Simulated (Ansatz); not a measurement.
# CH4BClO: the cost of one run

Method: RKS PBE0/def2-SVP, in Ansatz 0.2.0.

## 1. The starting structure

Bond lengths: B1–O2 1.741 Å, B1–C3 1.517 Å, B1–Cl5 1.651 Å, O2–H6 0.979 Å, C3–H7 1.080 Å, C3–H8 1.080 Å. Angles: B1–O2–H6 126.9°, O2–B1–C3 89.8°, O2–B1–Cl5 118.4°, C3–B1–Cl5 151.4°, B1–C3–H7 120.9°, B1–C3–H8 118.5°, H7–C3–H8 110.0°.

Structure file:

```xyz
8

B     0.0049    0.6572    0.4050
O    -0.4341   -0.9653    0.8582
C     0.3540    0.1671   -0.9881
H     0.0521   -1.0257   -0.3425
Cl   -0.0124    1.8291    1.5679
H    -0.9130   -1.2414    1.6668
H     1.3392    0.3261   -1.4013
H    -0.3907    0.2529   -1.7661
```

## 2. A restrained relaxation towards end A

Springs on the bonds that form and break draw the guess towards this end; the thresholds are loose.

The input, input.yaml:

```yaml
crystal:
  periodic: [false, false, false]
  atoms:
    - { symbol: B, position_ang: [0.0049, 0.6572, 0.405] }
    - { symbol: O, position_ang: [-0.4341, -0.9653, 0.8582] }
    - { symbol: C, position_ang: [0.354, 0.1671, -0.9881] }
    - { symbol: H, position_ang: [0.0521, -1.0257, -0.3425] }
    - { symbol: Cl, position_ang: [-0.0124, 1.8291, 1.5679] }
    - { symbol: H, position_ang: [-0.913, -1.2414, 1.6668] }
    - { symbol: H, position_ang: [1.3392, 0.3261, -1.4013] }
    - { symbol: H, position_ang: [-0.3907, 0.2529, -1.7661] }
basis:
  gaussian: { orbitals: def2-SVP }
hamiltonian:
  xc: pbe0
relax:
  f_tol: 0.15
  max_steps: 25
  restrain:
    - { distance: [3, 1], at: 2.27, k: 30.0 }
    - { distance: [0, 1], at: 1.5, k: 30.0 }
    - { distance: [3, 2], at: 1.07, k: 30.0 }
```

Started as:

```bash
ansatz run input.yaml --threads 2 --pin off --max-ram 3072MiB --backend cpu --events-out ev --progress --plain --runs-dir out
```

Q: Estimate wall time and peak memory on 2 threads of Intel Xeon 6975P-C (Granite Rapids), shared host.

About 9 s, with a peak of 0.17 GiB.
